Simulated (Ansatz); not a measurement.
# Zr3Ni (P6_3/mmc) in Ansatz: reference runs

Reference runs on Zr3Ni: the cell as given and a disturbed copy.

Everything below comes from runs of Ansatz 0.2.0. Logs are shortened: lines on timing, memory, paths and dates and some standing lists are left out, and cuts for length are marked.

## (1) The structure

It takes space group P6_3/mmc (No. 194, hexagonal). Conventional cell: a = 6.064 Å, b = 6.064 Å, c = 4.896 Å, α = 90.00°, β = 90.00°, γ = 120.00°. Around Zr (site symmetry mm2) lie 8 Zr at 2.89 to 3.17 Å and 4 Ni at 2.96 to 3.03 Å. Ni (site symmetry -6m2) has 12 Zr at 2.96 to 3.03 Å as nearest neighbours.

The cell comes from a database or a generator and needn't be the stable form of this composition.

## (2) Single point, PBE, collinear spin, ferromagnetic start

input.yaml

```yaml
crystal:
  lattice:
    - [6.0644184126, 0.0, 0.0]
    - [-3.0322092063, 5.2519404045, 0.0]
    - [0.0, 0.0, 4.896295]
  atoms:
    - { symbol: Zr, position: [0.174347005, 0.825652995, 0.25] }
    - { symbol: Zr, position: [0.174347005, 0.34869401, 0.25] }
    - { symbol: Zr, position: [0.34869401, 0.174347005, 0.75] }
    - { symbol: Zr, position: [0.825652995, 0.174347005, 0.75] }
    - { symbol: Zr, position: [0.825652995, 0.65130599, 0.75] }
    - { symbol: Zr, position: [0.65130599, 0.825652995, 0.25] }
    - { symbol: Ni, position: [0.6666666667, 0.3333333333, 0.25], spin: 1.0 }
    - { symbol: Ni, position: [0.3333333333, 0.6666666667, 0.75], spin: 1.0 }
hamiltonian:
  xc: pbe
  pseudopotentials: { kind: paw }
magnetization:
  spin_polarized: true
kpoints:
  mp_grid: { grid: [5, 5, 6] }
scf:
  occupations: { method: fermi_dirac, width: 0.05 }
output:
  forces: true
  stress: true
  eigenvalues: true
```

Potentials or basis: Ansatz PAW.

Command:

```bash
$ ansatz run input.yaml --threads 4 --pin off --max-ram 10240MiB --backend cpu --events-out ev --progress --plain --runs-dir out
```

The program printed:

```text
Warning: RAYON_NUM_THREADS=4 ignored (pool sized by the plan → 4); use --threads N
Engine: ansatz 0.2.0, aarch64-unknown-linux-gnu
Pseudopotentials: kind: paw
Pseudopotential: Zr, paw, valence charge 12, recommended cutoff 420 eV (normal), Zr.paw.azcp
Pseudopotential: Ni, paw, valence charge 18, recommended cutoff 420 eV (normal), Ni.paw.azcp
Functional definition: PBE
  parameter kappa = 0.804
  parameter beta = 0.06672455060314922
  exchange = pbe_x(kappa = kappa, mu = beta*pi^2/3)
  correlation = pbe_c(beta = beta)
Crystal: 8 atoms, lattice volume = 155.947 Å³
Basis set: ecut = 420 eV, 2987 PW (Γ), exchange–correlation on 90×90×72 points (8 copies of the dense FFT grid, shifted against one another)
Bands: 66, of which v1, the nominal top of the filled ones, is band 54 counted from 1 (53 counted from 0)
Symmetry: 24 space group operations
Space group: P63/mmc (ITA 194), of the structure as read, at distance tolerance 5.4e-5 Å
Magnetic group: BNS 194.263 (UNI 1493), of the structure as read, at distance tolerance 5.4e-5 Å
k-points: 20 of 150
Non-local potential: Zr, projectors of the file, l = 0: 3, l = 1: 2, l = 2: 2, l = 3: 2
Non-local potential: Ni, projectors of the file, l = 0: 3, l = 1: 2, l = 2: 3, l = 3: 1
PAW form: soft (Blöchl's): semilocal exchange-correlation on the pseudo side does not see the compensation charge
PAW one-centre angular grid: Zr, 590 points (default); XC on 64 Gauss nodes
PAW one-centre angular grid: Ni, 590 points (default); XC on 64 Gauss nodes
Initial density: superposition of atomic densities (chi_scale 0.1, normalization cell, long waves kept (reshape's long-wave potential 0.00 eV rms))
Starting moments: Σ|m| = 2 μB on 2 of 8 sites
Initial wavefunctions: pseudopotential atomic-orbital guess
Functional: x = pbe(κ = 0.804, μ = 0.2195149727645171), c = pbe(β = 0.06672455060314922)
SCF iter   1: F=—  HF=-36785.628893 eV  |F-HF|=—  |Δ(HF+E_count)|=         —  Δρ=8.54e-2 (↑8.54e-2 ↓4.09e-2)  dr2=2.34e1  dr2_m=7.65e-1  M=0.829 μB ∫|m|=1.333 μB  β_m=0.30  ethr=3.10e-3  ⟨swp⟩=4.8  Hψ=8250  notcnv=0
Mixer restart at iter 1: flushing history
preconditioner: auto → Kerker (q_TF=auto, 2.566 Å⁻¹)  [metal: Δε(μ)=0.024 eV  Ē_g=3.106 eV  σ=0.050 eV  W_gap=0.12  n_scr=44 (ndim 8)  ℏωp=19.7 eV  f_vac=0.000  D(μ)=9.30/eV (n_scr^D=82)]
spin=Collinear: Kerker preconditioning applied to the charge; magnetization (m = ρ↑ − ρ↓) channel mixes plain (no charge-response kernel on spin).
SCF iter   2: F=—  HF=-36780.487107 eV  |F-HF|=—  |Δ(HF+E_count)|=    5.14e0  Δρ=5.19e-2 (↑1.70e-2 ↓5.19e-2)  dr2=1.96e0  dr2_m=1.21e0  M=0.484 μB ∫|m|=0.726 μB  β_m=0.28  ethr=3.10e-3  ⟨swp⟩=3.3  Hψ=6120  notcnv=0  defer=22
SCF iter   3: F=—  HF=-36781.086371 eV  |F-HF|=—  |Δ(HF+E_count)|=   5.99e-1  Δρ=2.91e-2 (↑2.16e-2 ↓2.91e-2)  dr2=6.53e-1  dr2_m=7.82e-1  M=0.475 μB ∫|m|=0.714 μB  β_m=0.16  ethr=1.82e-3  ⟨swp⟩=2.1  Hψ=4429  notcnv=0  defer=41
SCF iter   4: F=—  HF=-36781.428511 eV  |F-HF|=—  |Δ(HF+E_count)|=   3.42e-1  Δρ=2.96e-2 (↑1.36e-2 ↓2.96e-2)  dr2=5.29e-1  dr2_m=5.72e-1  M=0.355 μB ∫|m|=0.542 μB  β_m=0.19  ethr=6.04e-4  ⟨swp⟩=1.9  Hψ=2934  notcnv=0  defer=45
SCF iter   5: F=—  HF=-36782.163266 eV  |F-HF|=—  |Δ(HF+E_count)|=   7.35e-1  Δρ=1.44e-2 (↑1.44e-2 ↓1.16e-2)  dr2=1.32e-1  dr2_m=2.23e-1  M=0.220 μB ∫|m|=0.358 μB  β_m=0.77  ethr=4.90e-4  ⟨swp⟩=2.8  Hψ=5323  notcnv=0  defer=45
SCF iter   6: F=—  HF=-36782.368140 eV  |F-HF|=—  |Δ(HF+E_count)|=   2.05e-1  Δρ=5.38e-3 (↑1.10e-3 ↓5.38e-3)  dr2=2.38e-2  dr2_m=1.33e-2  M=-0.021 μB ∫|m|=0.070 μB  β_m=0.66  ethr=1.22e-4  ⟨swp⟩=2.8  Hψ=5168  notcnv=0  defer=49
SCF iter   7: F=—  HF=-36782.374992 eV  |F-HF|=—  |Δ(HF+E_count)|=   6.85e-3  Δρ=9.90e-4 (↑9.90e-4 ↓3.91e-4)  dr2=1.04e-3  dr2_m=6.04e-4  M=0.010 μB ∫|m|=0.024 μB  β_m=0.83  ethr=2.20e-5  ⟨swp⟩=2.0  Hψ=3911  notcnv=0  defer=49
SCF iter   8: F=—  HF=-36782.374939 eV  |F-HF|=—  |Δ(HF+E_count)|=   5.30e-5  Δρ=4.89e-4 (↑4.89e-4 ↓1.41e-4)  dr2=1.75e-4  dr2_m=1.23e-4  M=0.013 μB ∫|m|=0.017 μB  β_m=0.85  ethr=9.65e-7  ⟨swp⟩=2.0  Hψ=3332  notcnv=0  defer=49
SCF iter   9: F=—  HF=-36782.374906 eV  |F-HF|=—  |Δ(HF+E_count)|=   3.30e-5  Δρ=2.55e-4 (↑2.55e-4 ↓9.31e-5)  dr2=1.36e-4  dr2_m=1.06e-5  M=0.008 μB ∫|m|=0.010 μB  β_m=0.93  ethr=1.62e-7  ⟨swp⟩=1.5  Hψ=3035  notcnv=0  defer=49
SCF iter  10: F=—  HF=-36782.374902 eV  |F-HF|=—  |Δ(HF+E_count)|=   3.78e-6  Δρ=7.58e-5 (↑7.58e-5 ↓4.46e-5)  dr2=1.86e-5  dr2_m=5.23e-7  M=0.004 μB ∫|m|=0.005 μB  β_m=0.96  ethr=1.26e-7  ⟨swp⟩=1.6  Hψ=2933  notcnv=0  defer=49
SCF iter  11: F=—  HF=-36782.374902 eV  |F-HF|=—  |Δ(HF+E_count)|=   5.44e-7  Δρ=1.35e-5 (↑1.35e-5 ↓8.52e-6)  dr2=5.59e-7  dr2_m=4.04e-8  M=0.002 μB ∫|m|=0.002 μB  β_m=0.98  ethr=1.72e-8  ⟨swp⟩=2.0  Hψ=3368  notcnv=0  defer=49
SCF iter  12: F=—  HF=-36782.374902 eV  |F-HF|=—  |Δ(HF+E_count)|=   8.08e-8  Δρ=6.43e-6 (↑2.91e-6 ↓6.43e-6)  dr2=1.05e-7  dr2_m=1.14e-8  M=0.001 μB ∫|m|=0.001 μB  β_m=0.99  ethr=5.17e-10  ⟨swp⟩=2.0  Hψ=3562  notcnv=0  defer=49
SCF iter  13: F=—  HF=-36782.374902 eV  |F-HF|=—  |Δ(HF+E_count)|=   3.40e-8  Δρ=3.81e-6 (↑1.71e-6 ↓3.81e-6)  dr2=3.08e-8  dr2_m=2.83e-9  M=0.000 μB ∫|m|=0.000 μB  β_m=0.93  ethr=9.68e-11  ⟨swp⟩=2.0  Hψ=3452  notcnv=0  defer=49
SCF iter  14: F=—  HF=-36782.374902 eV  |F-HF|=—  |Δ(HF+E_count)|=   1.36e-9  Δρ=2.16e-6 (↑2.16e-6 ↓1.94e-6)  dr2=2.34e-8  dr2_m=5.95e-11  M=0.000 μB ∫|m|=0.000 μB  β_m=0.79  ethr=2.85e-11  ⟨swp⟩=2.0  Hψ=4138  notcnv=0  defer=49
SCF iter  15: F=-36782.374902 eV  HF=-36782.374902 eV  |F-HF|=5.07e-8  |Δ(HF+E_count)|=   5.35e-9  Δρ=3.04e-6 (↑3.04e-6 ↓2.99e-6)  dr2=5.39e-8  dr2_m=1.00e-11  M=0.000 μB ∫|m|=0.000 μB  ethr=2.17e-11  ⟨swp⟩=5.8  Hψ=7985  notcnv=0
SCF 1 converged in 15 iterations: F = -36782.374902 eV  dr2 = 5.39e-8
WARN: the starting moments were not kept: the SCF closed with an absolute magnetisation of 3.4e-5 μB, where they sum to 2 μB in size (2 sites). That is at most 0.1 of that sum. Measured as dr2_m measures the in/out step, that magnetisation stands 1.1e-10 eV from none, at or under the dr2_threshold of 1.0e-7 eV: it is no larger than a step whose dr2_m would equal this threshold. The system may hold no moment; this SCF shows only that its start led to no more than that. To try another start: raise the starting moments (crystal.atoms[].spin, magnetization.per_species, magnetization.initial_magnetization, or on a non-collinear deck that types none of these the spinor_matrix: blocks that start its atoms; where the total moment is fixed, keep their sum and leave initial_magnetization as it is; typed ones take the place of any that the run laid by itself, positive ones on a crystal's lanthanoids without a Hubbard term where scf.initial_density.shell_occupations: [] is typed) or, if the notice of its spin-set hold's release reads "site moments contracting" or "site moments show no strong build", lengthen the hold (scf.mixing.spin_hold: { on: { confirm: 4 } }; for m-r²SCAN on two components see the key's manual first). Each may lead to a state that holds a moment. A second SCF, from the converged charge density, with the starting moments and any scf.initial_density.shell_occupations laid on it anew, would have followed, and was not run: the deck does not ask for one (magnetization.retry_lost_moments is false, the default). To let it run, set magnetization.retry_lost_moments: true and run the deck again, where that key's refused combinations let it; where memory then withholds it, that run's warning says so.
SCF converged after 15 iterations
Magnetization: 0.0000 μB (54.0000 up, 54.0000 down)
Absolute magnetization: 0.0000 μB (∫|ρ↑−ρ↓|, with the PAW one-centre terms)
Spin contamination: 0.0000 ħ² per cell (⟨S²⟩ above its minimum at these occupations)
Per-site moments (μB) at R_I (Å): [(2.7761304116309035e-6, 1.1931475259103854), (2.776130411655015e-6, 1.1931475259103854), (2.776130411555574e-6, 1.1931475259103854), (2.776130411651419e-6, 1.1931475259103854), (2.7761304117221835e-6, 1.1931475259103856), (2.776130411752397e-6, 1.1931475259103854), (3.2091530481562624e-6, 1.2224371544588646), (3.2091530483659136e-6, 1.2224371544588648)]
Free energy (F): -36782.374902 eV
Harris-Foulkes:  -36782.374902 eV  (|F-HF|=5.07e-8)
Internal energy: -36782.292680 eV  (E = F + TS)
E sigma→0 (E₀):  -36782.333791 eV
Entropy (-TS):   -0.082222 eV (-10.278 meV/atom)
Fermi energy:    14.895732 eV
--- Per-component energies (eV) ---
  E_band       = -1177.584186
  E_kinetic    = 2566.639985
  E_local      = -12541.391692  (includes V_loc(G=0)·N_el)
  E_nonlocal   = 1753.757386
  E_hartree    = 4971.341745
  E_xc         = -1140.416853
  E_vxc        = -1365.492814  (∫ρ·V_xc dr)
  E_paw        = -20984.208172  (= ΣΔE_a)
  E_vpaw       = -1533.808928  (= ΣTr[D̂ρ^β])
  E_aug_tail   = 0.001202  (compensation charges beyond the density's cutoff)
  E_ewald      = -11408.016281
  E_smearing   = -0.082222  (= −TS)
  E_closure    = 0.000000  (closes the sum)
  Σ components = -36782.374902   (vs F -36782.374902, Δ=0.00e0)
--- Forces (eV/Å), atoms counted from 1 ---
  atom   1  Zr     0.05177508    -0.02989236    -0.00000000
  atom   2  Zr    -0.00000000     0.05978471     0.00000000
  atom   3  Zr     0.05177508     0.02989236     0.00000000
  atom   4  Zr    -0.05177508     0.02989236     0.00000000
  atom   5  Zr     0.00000000    -0.05978471    -0.00000000
  atom   6  Zr    -0.05177508    -0.02989236    -0.00000000
  atom   7  Ni    -0.00000000     0.00000000     0.00000000
  atom   8  Ni     0.00000000     0.00000000     0.00000000
  max |Σ_I F_I| component: 2.78e-17 eV/Å
--- Stress (GPa, compression-positive) ---
        0.218970       0.000000       0.000000
        0.000000       0.218970       0.000000
        0.000000       0.000000       0.748895
  P = ⅓ Tr σ = 0.3956 GPa (3.956 kbar)
--- Band table (eV; the first three rows and the last of 40) ---
  k-point 0 ↑: bands = ["-88.0719", "-88.0719", "-48.5043", "-48.5042", "-48.4269", "-48.4269", "-48.4268", "-48.4268", "-33.7008", "-33.5366", "-33.5061", "-33.5061", "-33.4274", "-33.4274", "-12.4057", "-12.2122", "-12.1516", "-11.9481", "-11.9481", "-11.8645", "-11.8645", "-11.8125", "-11.8125", "-11.4849", "-11.3744", "-11.3744", "-11.2769", "-11.1361", "-11.1092", "-11.1092", "-11.0873", "-11.0873", "8.8687", "11.0749", "11.8681", "12.1664", "12.2027", "12.2201", "12.2201", "12.3871", "12.3871", "12.4819", "12.4819", "13.4105", "13.4105", "13.5973", "14.1024", "14.1024", "14.1191", "14.4773", "14.4773", "14.7874", "14.7874", "14.9602", "15.1408", "15.1408", "15.7910", "15.7910", "15.8317", "15.9033", "16.2419", "16.4884", "16.4884", "18.4404", "18.4404", "18.6678"]
  k-point 1 ↑: bands = ["-88.0719", "-88.0719", "-48.5043", "-48.5043", "-48.4269", "-48.4269", "-48.4268", "-48.4268", "-33.6899", "-33.5477", "-33.5009", "-33.5009", "-33.4327", "-33.4327", "-12.3977", "-12.2613", "-12.0599", "-12.0376", "-12.0376", "-11.9165", "-11.9165", "-11.6833", "-11.6833", "-11.4623", "-11.3562", "-11.3562", "-11.3343", "-11.1602", "-11.1105", "-11.1105", "-11.0876", "-11.0876", "9.1135", "10.9065", "11.8709", "11.9098", "12.0385", "12.0385", "12.2878", "12.2878", "12.9199", "12.9199", "12.9352", "13.2070", "13.2918", "13.2918", "13.9783", "14.2199", "14.2199", "14.3319", "14.3319", "14.6586", "14.6586", "14.7738", "15.1051", "15.1051", "15.8062", "16.0573", "16.3769", "16.3769", "16.3828", "16.3828", "16.5740", "18.4527", "18.4527", "18.4913"]
  k-point 2 ↑: bands = ["-88.0719", "-88.0719", "-48.5043", "-48.5043", "-48.4269", "-48.4269", "-48.4268", "-48.4268", "-33.6601", "-33.5780", "-33.4864", "-33.4864", "-33.4471", "-33.4471", "-12.3758", "-12.3081", "-12.1052", "-12.1052", "-12.0187", "-12.0187", "-11.8948", "-11.5105", "-11.5105", "-11.4876", "-11.4000", "-11.3423", "-11.3423", "-11.2256", "-11.1120", "-11.1120", "-11.0944", "-11.0944", "9.7761", "10.7531", "11.6855", "11.7072", "11.9163", "11.9163", "12.3265", "12.3265", "12.8545", "13.0340", "13.0340", "13.1497", "13.1497", "13.2910", "14.3239", "14.3751", "14.3751", "14.5600", "14.5600", "14.5706", "14.6442", "14.6442", "14.9548", "14.9548", "15.1280", "16.3018", "16.3018", "16.7167", "17.0835", "17.0835", "17.1667", "17.9677", "18.1643", "18.1643"]
  k-point 19 ↓: bands = ["-88.0719", "-88.0719", "-48.5043", "-48.5043", "-48.4268", "-48.4268", "-48.4268", "-48.4268", "-33.5820", "-33.5820", "-33.5049", "-33.5049", "-33.4669", "-33.4669", "-12.1290", "-12.1290", "-12.0014", "-12.0014", "-11.8595", "-11.8595", "-11.7853", "-11.7853", "-11.6544", "-11.6544", "-11.4872", "-11.4872", "-11.2985", "-11.2985", "-11.2158", "-11.2158", "-11.1553", "-11.1553", "11.4828", "11.4828", "12.0818", "12.0818", "12.4305", "12.4305", "12.7871", "12.7871", "13.1389", "13.1389", "13.1950", "13.1950", "13.3461", "13.3461", "13.5429", "13.5429", "13.9812", "13.9812", "14.3664", "14.3664", "14.5358", "14.5358", "14.8231", "14.8231", "15.3147", "15.3147", "16.0325", "16.0325", "16.2915", "16.2915", "16.8566", "16.8566", "17.3829", "17.3829"]
```

It took 13 s on 4 threads of Arm Neoverse V1, shared host; peak memory 0.8 GiB.

What came out:

```
Free energy            : -36782.3749 eV
Pressure               : 0.4 GPa
Largest force          : 0.060 eV/Å
Band gap on the k mesh : none (metal or under the smearing width)
Net moment             : 0.00 μB per cell
Absolute moment        : 0.00 μB per cell
```

Forces on the atoms (eV/Å):
```
Zr   0.052 -0.030  0.000
Zr   0.000  0.060  0.000
Zr   0.052  0.030  0.000
Zr  -0.052  0.030  0.000
Zr   0.000 -0.060  0.000
Zr  -0.052 -0.030  0.000
Ni   0.000  0.000  0.000
Ni   0.000  0.000  0.000
```

Caveat: the starting moments weren't kept.

## (3) Single point, PBE, collinear spin, ferromagnetic start (atoms moved at random, drawn with an rms of 0.05 Å)

input.yaml

```yaml
crystal:
  lattice:
    - [6.0644184126, 0.0, 0.0]
    - [-3.0322092063, 5.2519404045, 0.0]
    - [0.0, 0.0, 4.896295]
  atoms:
    - { symbol: Zr, position: [0.171296, 0.828829, 0.25967] }
    - { symbol: Zr, position: [0.170545, 0.349162, 0.25355] }
    - { symbol: Zr, position: [0.34495, 0.174831, 0.755611] }
    - { symbol: Zr, position: [0.818637, 0.169573, 0.747316] }
    - { symbol: Zr, position: [0.841154, 0.661973, 0.751684] }
    - { symbol: Zr, position: [0.650516, 0.818131, 0.245766] }
    - { symbol: Ni, position: [0.66672, 0.329174, 0.252259], spin: 1.0 }
    - { symbol: Ni, position: [0.333214, 0.66469, 0.754354], spin: 1.0 }
hamiltonian:
  xc: pbe
  pseudopotentials: { kind: paw }
magnetization:
  spin_polarized: true
kpoints:
  mp_grid: { grid: [5, 5, 6] }
scf:
  occupations: { method: fermi_dirac, width: 0.05 }
output:
  forces: true
  stress: true
  eigenvalues: true
```

Potentials or basis: Ansatz PAW.

Command:

```bash
$ ansatz run input.yaml --threads 4 --pin off --max-ram 10240MiB --backend cpu --events-out ev --progress --plain --runs-dir out
```

The program printed:

```text
Warning: RAYON_NUM_THREADS=4 ignored (pool sized by the plan → 4); use --threads N
[... 93 lines left out ...]
  k-point 2 ↑: bands = ["-88.0684", "-88.0529", "-48.4996", "-48.4833", "-48.4301", "-48.4211", "-48.4188", "-48.3985", "-33.6578", "-33.5751", "-33.4924", "-33.4857", "-33.4483", "-33.4293", "-12.3630", "-12.2987", "-12.1123", "-12.1067", "-12.0163", "-12.0120", "-11.8891", "-11.5105", "-11.5077", "-11.4813", "-11.4042", "-11.3422", "-11.3062", "-11.2257", "-11.1243", "-11.1193", "-11.0995", "-11.0952", "9.7771", "10.7563", "11.6885", "11.7120", "11.9197", "11.9260", "12.3252", "12.3360", "12.8811", "13.0306", "13.0470", "13.1539", "13.1597", "13.3048", "14.2935", "14.3673", "14.3781", "14.5551", "14.5776", "14.5876", "14.6475", "14.6557", "14.9522", "14.9717", "15.1559", "16.2670", "16.3001", "16.6925", "17.0687", "17.1081", "17.1685", "18.0066", "18.0852", "18.1403"]
  k-point 75 ↓: bands = ["-88.0684", "-88.0529", "-48.4996", "-48.4833", "-48.4301", "-48.4211", "-48.4188", "-48.3985", "-33.6440", "-33.5600", "-33.5416", "-33.4869", "-33.4420", "-33.4151", "-12.1804", "-12.1524", "-12.0398", "-12.0019", "-11.9525", "-11.8349", "-11.7702", "-11.7191", "-11.7090", "-11.5087", "-11.4511", "-11.4422", "-11.3253", "-11.2895", "-11.2304", "-11.1990", "-11.1556", "-11.1411", "9.9321", "11.3021", "11.8856", "12.2315", "12.4534", "12.6143", "12.6549", "12.8115", "12.8443", "12.8964", "13.0489", "13.2729", "13.2839", "13.3433", "13.6219", "13.7018", "13.9914", "14.1333", "14.2355", "14.3899", "14.5455", "14.9336", "15.0419", "15.2142", "15.3310", "15.5587", "15.9365", "16.0230", "16.1439", "16.3101", "16.6720", "17.2193", "17.4139", "18.2032"]
```

Wall time 91 s (4 threads of Arm Neoverse V1, shared host); peak memory 1.3 GiB.

What came out:

- Free energy: -36782.3440 eV
- Pressure: 0.5 GPa
- Largest force: 0.553 eV/Å
- Band gap on the k mesh: none (metal or under the smearing width)
- Net moment: 0.00 μB per cell
- Absolute moment: 0.00 μB per cell

Forces on the atoms (eV/Å):
```
Zr   0.358 -0.008 -0.164
Zr  -0.133  0.067 -0.043
Zr   0.279  0.468  0.047
Zr  -0.211  0.090  0.042
Zr  -0.081 -0.546  0.044
Zr  -0.199 -0.087  0.094
Ni  -0.025  0.017  0.005
Ni   0.012 -0.002 -0.025
```

Stress tensor (GPa, compression positive):
```
 0.21  0.06 -0.38
 0.06  0.00 -0.01
-0.38 -0.01  1.28
```

Caveat: the starting moments weren't kept.
